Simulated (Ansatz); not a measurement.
# CH6AlNSi: the cost of one run

Method: RKS CAM-B3LYP-D4/def2-SVP, in Ansatz 0.2.0.

## Step 1: The structure to begin with

Bond lengths: C1–Si2 1.799 Å, Si2–N3 1.780 Å, Si2–Al4 2.395 Å, N3–Al4 1.972 Å, C1–H5 1.139 Å, C1–H6 1.138 Å, C1–H7 1.148 Å, Si2–H8 1.443 Å, N3–H9 1.084 Å, Al4–H10 1.533 Å. Angles (14 of 18 angles, heavy atoms first): C1–Si2–N3 109.4°, C1–Si2–Al4 116.5°, N3–Si2–Al4 54.0°, Si2–N3–Al4 79.1°, Si2–Al4–N3 46.9°, C1–Si2–H8 119.8°, N3–Si2–H8 110.4°, Al4–Si2–H8 123.2°, Si2–C1–H5 112.6°, Si2–C1–H6 112.8°, Si2–C1–H7 111.3°, Si2–N3–H9 109.9°, Al4–N3–H9 104.9°, Si2–Al4–H10 144.3°.

As a file:

```xyz
10

C    -1.4719    0.2845   -0.4593
Si   -0.0703   -0.7236    0.0461
N     0.8793    0.1562    1.2678
Al    2.1029    0.2285   -0.2775
H    -2.0408   -0.1650   -1.3373
H    -2.2208    0.4517    0.3813
H    -1.1368    1.3344   -0.7797
H    -0.2808   -2.0903    0.4594
H     1.3383   -0.5461    1.9541
H     2.9839    1.0186   -1.2519
```

## Step 2: Relaxing end A

input.yaml

```yaml
crystal:
  periodic: [false, false, false]
  atoms:
    - { symbol: C, position_ang: [-1.4719, 0.2845, -0.4593] }
    - { symbol: Si, position_ang: [-0.0703, -0.7236, 0.0461] }
    - { symbol: "N", position_ang: [0.8793, 0.1562, 1.2678] }
    - { symbol: Al, position_ang: [2.1029, 0.2285, -0.2775] }
    - { symbol: H, position_ang: [-2.0408, -0.165, -1.3373] }
    - { symbol: H, position_ang: [-2.2208, 0.4517, 0.3813] }
    - { symbol: H, position_ang: [-1.1368, 1.3344, -0.7797] }
    - { symbol: H, position_ang: [-0.2808, -2.0903, 0.4594] }
    - { symbol: H, position_ang: [1.3383, -0.5461, 1.9541] }
    - { symbol: H, position_ang: [2.9839, 1.0186, -1.2519] }
basis:
  gaussian: { orbitals: def2-SVP }
hamiltonian:
  xc: cam_b3lyp
  dispersion: d4
relax:
  f_tol: 0.02
  max_steps: 50
```

Run with:

```sh
> ansatz run input.yaml --threads 2 --pin off --max-ram 3072MiB --backend cpu --events-out ev --progress --plain --runs-dir out
```

**Question.** How long does this run take on 2 threads of Arm Neoverse V1, shared host, and how much memory does it need?

About 28 s, with a peak of 0.23 GiB.
